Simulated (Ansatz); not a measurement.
**AsS radical: up Jacob's ladder to CCSD(T)**

One table from this session's results is given with a row withheld; the runs are named, their logs left out.

Program: Ansatz 0.2.0, Gaussian basis. Level of theory: functionals in def2-TZVPP, the program's frozen cores in correlated methods. These are calculated values, not measurements.

The runs, in order: LDA (SPW92), PBE-D4, revPBE-D4, BLYP-D4, r2SCAN-D4, B97M-V, PBE0-D4, B3LYP-D4, r2SCANh-D4, r2SCAN0-D4, HSE06-D4, BHLYP-D4, CAM-B3LYP-D4, LC-ωPBE, ωB97X-V, ωB97M-V, B2PLYP, PBE-QIDH; CCSD(T)/def2-SVP; CCSD(T)/def2-TZVPP; CCSD(T)/def2-QZVPP; extrapolation to the limit; RPA on PBE.

## The relaxed structure

The geometry comes from an earlier relaxation with PBE0-D4 in a triple-zeta def2 set; it is a stationary point.

2 atoms, charge 0, spin multiplicity 2.

Atoms are counted from 1 here; the program's logs count them from 0.

Bond lengths: S1–As2 2.011 Å.

Set-up of the first run:

File in.yaml:

```yaml
crystal:
  periodic: [false, false, false]
  atoms:
    - {symbol: S, position_ang: [0.858098, -0.284322, 0.440319]}
    - {symbol: As, position_ang: [-0.858098, 0.284322, -0.440319]}
basis:
  gaussian: {orbitals: def2-TZVPP}
magnetization: {spin_polarized: true, initial_magnetization: 1}
hamiltonian: {xc: lda}
output: {orbitals: {seedname: orbitals}}
```

The run is started by

```bash
> ansatz run in.yaml --threads 2 --pin off --events-out ev --progress --plain --max-ram 32768MiB --backend cpu
```

Steps of the session up to this table: LDA; PBE-D4 (GGA); revPBE-D4 (GGA); BLYP-D4 (GGA); r2SCAN-D4 (meta-GGA); B97M-V (meta-GGA); PBE0-D4 (hybrid); B3LYP-D4 (hybrid); r2SCANh-D4 (hybrid); r2SCAN0-D4 (hybrid); HSE06-D4 (hybrid); BHLYP-D4 (hybrid); CAM-B3LYP-D4 (range-separated); LC-ωPBE (range-separated); ωB97X-V (range-separated); ωB97M-V (range-separated); B2PLYP (double hybrid); PBE-QIDH (double hybrid).

One of the session's tables, all rows but one given; the rest of the session is left out.

It belongs to the step «Orbital energies across the functionals». 

| functional | HOMO (eV) | LUMO (eV) | gap (eV) |
| --- | --- | --- | --- |
| LDA (SPW92) | -4.50 | -4.61 | -0.11 |
| PBE-D4 | -4.47 | -4.41 | 0.06 |
| revPBE-D4 | -4.44 | -4.35 | 0.09 |
| BLYP-D4 | -4.25 | -4.23 | 0.02 |
| r2SCAN-D4 | -4.80 | -4.45 | 0.35 |
| B97M-V | -4.69 | -4.27 | 0.42 |
| PBE0-D4 | -5.64 | -3.66 | 1.98 |
| B3LYP-D4 | ? | ? | ? |
| r2SCANh-D4 | -5.23 | -4.15 | 1.08 |
| r2SCAN0-D4 | -5.87 | -3.70 | 2.18 |
| HSE06-D4 | -5.25 | -4.04 | 1.20 |
| BHLYP-D4 | -6.60 | -2.72 | 3.87 |
| CAM-B3LYP-D4 | -6.84 | -2.53 | 4.31 |
| LC-ωPBE | -8.28 | -1.55 | 6.73 |
| ωB97X-V | -7.80 | -1.53 | 6.27 |
| ωB97M-V | -7.53 | -1.56 | 5.97 |

**Question.** Estimate the row for B3LYP-D4.

Worked estimate for «HOMO (eV)». Against the share of exact exchange, BLYP-D4 (0, -4.25), BHLYP-D4 (0.5, -6.60) give a slope of -4.70 per unit share; at 0.2 the line stands at -5.19.

The run gave: HOMO (eV): -5.34; LUMO (eV): -3.79; gap (eV): 1.54. In «HOMO (eV)» the line misses by +0.15.

Limits of these values: A negative gap means that an empty level lies below a filled one: whole occupations of an open shell aren't an aufbau state there.
